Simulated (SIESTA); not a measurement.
# Ta3AsAu2O13: band structure with BLYP

Crystal: Ta3AsAu2O13.

```xyz
19
Lattice="5.7238 -0.0075 -0.0040 1.3028 6.2550 0.0056 0.2757 1.3007 8.3675" Properties=species:S:1:pos:R:3 pbc="T T T"
Ta    1.8016    2.6675    4.8901
Ta    0.6106    1.9943    8.3559
Ta    4.2828    4.5395    4.2252
As    4.7578    6.6860    6.9518
Au    3.4916    0.8150    1.5556
Au    1.4492    5.7148    3.7432
O     4.8936    5.2811    5.9496
O     3.3221    1.7411    5.8246
O     6.2809    6.7422    7.6940
O     3.3672    6.6706    7.9235
O     4.5687    1.8638    0.2577
O     1.7240    1.5064    0.9269
O     0.9962    1.2256    4.1088
O     3.3758    2.9946    3.6400
O     0.9058    2.6910    6.5776
O     6.1615    3.9169    3.8186
O     4.0664    5.7780    2.9290
O     2.4385    4.7506    5.2300
O     6.5613    6.2408    1.8957
```

The cell was built by a generator and needn't be a form met in nature.

```yaml
Program: SIESTA 5.4.2
Task: band structure
Functional: BLYP
Potentials_or_basis: PseudoDojo 0.4 standard (PBE files)
Basis: DZP (energy shift 0.003 Ry; two zetas on semicore shells)
Grid_cutoff: 800 Ry
Energy_shift: 0.003 Ry
k_mesh: 5 × 5 × 4
Occupations: fermi-dirac, width 0.05 eV
Spin: no spin polarisation
MPI_ranks: 4
```

```
Pressure                : 8.3 GPa
Largest force           : 1.105 eV/Å
Band gap on the k mesh  : 1.19 eV, indirect (least direct gap 1.23 eV)
Band gap along the path : 1.17 eV, indirect (least direct gap 1.22 eV)
```

Forces on the atoms (eV/Å):
```
Ta  -0.088  0.019  0.099
Ta   0.200 -0.261 -0.163
Ta   0.350 -0.173  0.274
As  -0.168 -0.041  0.156
Au  -0.416  0.249  0.338
Au  -0.229  0.262 -0.040
O    0.348 -0.715 -0.135
O    0.389  0.601 -0.542
O    0.845 -0.346  0.393
O   -0.801 -0.311  0.695
O   -0.114  0.851 -0.435
O   -0.051  0.680  0.163
O   -0.050  0.021 -0.229
O    0.054 -0.566 -0.628
O   -0.248  0.241  0.049
O   -0.122 -0.430 -0.281
O   -0.352  0.181 -0.188
O    0.103  0.090  0.732
O    0.349 -0.350 -0.259
```

Stress tensor (GPa, compression positive):
```
 9.43  0.44  0.11
 0.44  7.72 -1.23
 0.11 -1.23  7.63
```

Levels at the corners of the path, in eV from the valence-band top:
```tsv
point	band 83	band 84	band 85	band 86	band 87	band 88
X	-0.55	-0.25	-0.01	1.41	1.95	3.18
Γ	-0.55	-0.22	-0.06	1.36	2.21	2.92
Y	-0.55	-0.28	-0.06	1.34	2.26	2.97
L	-0.52	-0.28	-0.05	1.32	2.05	3.22
Γ	-0.55	-0.22	-0.06	1.36	2.21	2.92
Z	-0.60	-0.33	-0.06	1.22	2.20	3.06
N	-0.59	-0.29	-0.06	1.25	2.00	3.12
Γ	-0.55	-0.22	-0.06	1.36	2.21	2.92
M	-0.53	-0.30	-0.05	1.17	2.20	3.06
R	-0.61	-0.23	-0.06	1.20	2.02	3.16
Γ	-0.55	-0.22	-0.06	1.36	2.21	2.92
```

It took 77 s on 4 MPI ranks on Arm Neoverse V1, on a shared host, peak memory 0.46 GiB a rank.

Caveat: short orbitals over semicore shells can move pressures by several GPa; the potentials were made for another functional, which shifts forces and pressure; spin-orbit coupling is left out, which moves the levels of the heavy elements; the basis of atomic orbitals isn't converged, which shifts pressures, moduli and gaps.
